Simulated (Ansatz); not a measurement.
# BrCl3H2Si (built from SMILES Br.Cl[SiH](Cl)Cl): search for a transition state

Wanted: the transition state of a four-centre ligand exchange (form Si1–Br7, H2–H6 and break Si1–H2, H6–Br7). The guess is relaxed with those distances held, a saddle search follows, and vibrations and two downhill relaxations check it.

Program: Ansatz 0.2.0, Gaussian basis. Level of theory: PBE0-D4, def2-SVP first, then def2-TZVP. These are calculated values, not measurements.

152 further runs of the same task are left out: 152 set aside as unsound or not needed. Runs told in other sessions of the task aren't counted.

**1. The system as given**

The guess: 7 atoms, charge 0, spin multiplicity 1.

Atoms are counted from 1 here; the program's logs count them from 0.

Bond lengths: Si1–Cl3 2.035 Å, Si1–Cl4 1.989 Å, Si1–Cl5 1.993 Å. Angles: Cl3–Si1–Cl4 110.1°, Cl3–Si1–Cl5 105.3°, Cl4–Si1–Cl5 118.3°.

As a file:

```xyz
7
BrCl3H2Si
Si   -0.56790   -0.41350   -0.08980
H     1.37610   -0.15840   -0.19280
Cl   -0.33140   -2.17990   -1.07300
Cl   -0.79350   -0.73910    1.85910
Cl   -2.02360    0.53790   -1.06280
H     1.79300    0.67170    0.02120
Br    0.54720    2.28130    0.53820
```

Distances that are to change: Si1–Br7 2.98 Å, H2–H6 0.95 Å, Si1–H2 1.96 Å, H6–Br7 2.10 Å.

**2. Relaxing the guess with the reacting distances held**

hold/in.yaml

```yaml
crystal:
  periodic: [false, false, false]
  atoms:
    - {symbol: Si, position_ang: [-0.567900, -0.413500, -0.089800]}
    - {symbol: H, position_ang: [1.376100, -0.158400, -0.192800]}
    - {symbol: Cl, position_ang: [-0.331400, -2.179900, -1.073000]}
    - {symbol: Cl, position_ang: [-0.793500, -0.739100, 1.859100]}
    - {symbol: Cl, position_ang: [-2.023600, 0.537900, -1.062800]}
    - {symbol: H, position_ang: [1.793000, 0.671700, 0.021200]}
    - {symbol: Br, position_ang: [0.547200, 2.281300, 0.538200]}
basis:
  gaussian: {orbitals: def2-SVP}
hamiltonian: {xc: pbe0, dispersion: d4}
relax: {f_tol: 0.04, max_steps: 150, escape_saddle: false, constraints: [{distance: [0, 6]}, {distance: [1, 5]}, {distance: [0, 1]}, {distance: [5, 6]}]}
```

Command:

```bash
> ansatz run in.yaml --threads 8 --pin off --events-out ev --progress --plain --max-ram 19148MiB
```

After this run come: Force constants to start from; Saddle search in the small basis; Saddle search in triple zeta; Checking the order of the point; Relaxing after a step of 0.30 Å one way along the mode; Relaxing after a step of 0.30 Å the other way along the mode.

**Question.** What will these runs give? Wanted: imaginary mode; barrier from the start side; barrier from the end side; energy of the step; pairs that change; zero-point energy at the saddle.

**Answer**, as computed:

```
                       quantity                                                       value
                 imaginary mode                                                   779i cm⁻¹
    barrier from the start side                                                168.2 kJ/mol
      barrier from the end side                                                227.4 kJ/mol
             energy of the step                                                -59.3 kJ/mol
              pairs that change  Si1–Br7 formed, H2–H6 formed, Si1–H2 broken, H6–Br7 broken
zero-point energy at the saddle                                                    0.547 eV
```

**Reading.** One imaginary mode, 779i cm⁻¹, makes this a first-order saddle. Going downhill both ways gives the intended start and end. At PBE0-D4/def2-TZVP the electronic barrier is 168.2 kJ/mol, about 68 kT at 298 K, and the step runs 59.3 kJ/mol downhill. These are plain relaxations, not an intrinsic reaction coordinate. Lower complexes than these ends may exist.
